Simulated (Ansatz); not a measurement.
# BaOs (CsCl type): how the settings move a single-point run

How sensitive is a single-point run of BaOs (CsCl type) to its settings? A reference run comes first, then four runs with altered input.

Computed with Ansatz 0.2.0 (reference: DFT PBE, scalar-relativistic, plane waves, PAW, unless a step's input says otherwise).

**1. The system as given**

It takes space group Pm-3m (No. 221, cubic). Conventional cell: a = 3.728 Å, b = 3.728 Å, c = 3.728 Å, α = 90.00°, β = 90.00°, γ = 90.00°. Ba (site symmetry m-3m) has 8 Os at 3.23 Å as nearest neighbours. Around Os (site symmetry m-3m) lie 8 Ba at 3.23 Å.

Structure file:

```xyz
2
Lattice="3.7280 0.0000 0.0000 0.0000 3.7280 0.0000 0.0000 0.0000 3.7280" Properties=species:S:1:pos:R:3 pbc="T T T"
Ba    0.0000    0.0000    0.0000
Os    1.8640    1.8640    1.8640
```

**2. Reference**

File input.yaml:

```yaml
crystal:
  lattice:
    - [3.7279657443, 0.0, 0.0]
    - [0.0, 3.7279657443, 0.0]
    - [0.0, 0.0, 3.7279657443]
  atoms:
    - { symbol: Ba, position: [0.0, 0.0, 0.0] }
    - { symbol: Os, position: [0.5, 0.5, 0.5] }
basis:
  ecutwfc: 420
  ecutrho_ratio: 4
kpoints:
  mp_grid: { grid: [8, 8, 8] }
hamiltonian:
  xc: pbe
scf:
  occupations: { method: gaussian, width: 0.05 }
output:
  forces: true
  stress: true
  eigenvalues: true
```

Started as:

```bash
$ ansatz run input.yaml --threads 2 --pin off --max-ram 2662MiB --backend cpu --events-out ev --progress --plain --runs-dir out
```

**3. Changing settings: basis.precision f64, eigensolver.kind davidson**

input.yaml: that of step 2 with these lines changed.

```diff
@@ -11,2 +11,3 @@
   ecutrho_ratio: 4
+  precision: f64
 kpoints:
@@ -17,2 +18,3 @@
   occupations: { method: gaussian, width: 0.05 }
+  eigensolver: { kind: davidson }
 output:
@@ -20,2 +22 @@
   stress: true
-  eigenvalues: true
```

**4. Variant: mp_grid.grid [5, 5, 5], lower_state_search full**

input.yaml: that of step 2 with these lines changed.

```diff
@@ -12,3 +12,3 @@
 kpoints:
-  mp_grid: { grid: [8, 8, 8] }
+  mp_grid: { grid: [5, 5, 5] }
 hamiltonian:
@@ -17,2 +17,3 @@
   occupations: { method: gaussian, width: 0.05 }
+  lower_state_search: full
 output:
@@ -20,2 +21 @@
   stress: true
-  eigenvalues: true
```

**5. Changed: dispersion d3bj, eigensolver.kind davidson**

input.yaml: that of step 2 with these lines changed.

```diff
@@ -15,4 +15,6 @@
   xc: pbe
+  dispersion: d3bj
 scf:
   occupations: { method: gaussian, width: 0.05 }
+  eigensolver: { kind: davidson }
 output:
@@ -20,2 +22 @@
   stress: true
-  eigenvalues: true
```

**6. Variant: xc_grid 1, xc rpbe, accuracy medium**

input.yaml: that of step 2 with these lines changed.

```diff
@@ -11,2 +11,3 @@
   ecutrho_ratio: 4
+  xc_grid: 1
 kpoints:
@@ -14,3 +15,3 @@
 hamiltonian:
-  xc: pbe
+  xc: rpbe
 scf:
@@ -20,2 +21,6 @@
   stress: true
-  eigenvalues: true
+  write_density: true
+  write_potential: true
+  elf: true
+  volumetric_format: npy
+accuracy: medium
```

Q: Predict the outcome of this session. Wanted: for each run, ending; energy change; pressure; gap; force.

As calculated:

```tsv
run	ending	energy change	pressure (GPa)	gap (eV)	force (eV/Å)	cycles	time
reference	converged	0	0.0	0.00	0.00	6	0.93 s
1: basis.precision f64, eigensolver.kind davidson	converged	0.0 meV/atom	0.0	0.00	0.00	7	1.1 s
2: mp_grid.grid [5, 5, 5], lower_state_search full	converged	+31.3 meV/atom	0.1	0.00	0.00	6	11 s
3: dispersion d3bj, eigensolver.kind davidson	converged	-412.6 meV/atom (offset of the dispersion model)	-2.7	0.00	0.00	7	1.2 s
4: xc_grid 1, xc rpbe, accuracy medium	converged	not comparable	2.1	0.00	0.00	6	1.4 s
```

Times don't compare one to one where runs were asked for different outputs or read a saved state (see the inputs); cycles may leave out searches for a lower state.

Residual by cycle in the longest SCF loop of each run; runs are numbered as in the table. The quantity is the density residual dr2, in eV.

```tsv
cycle	reference	run 1	run 2	run 3	run 4
1	0.0585	0.0554	0.0944	0.0554	0.083
2	0.0152	0.0165	0.0238	0.0165	0.0198
3	3.8e-4	3.9e-4	3.0e-4	3.9e-4	5.7e-4
4	3.4e-5	1.0e-4	3.7e-5	1.0e-4	3.7e-5
5	5.5e-7	1.2e-5	6.7e-7	1.2e-5	6.0e-7
6	3.1e-8	4.3e-7	2.4e-8	4.3e-7	1.7e-8
7	-	3.4e-8	-	3.4e-8	-
```

Of the converged runs whose energies compare with the reference's, «mp_grid.grid [5, 5, 5], lower_state_search full» moves the energy most (+31.3 meV/atom).
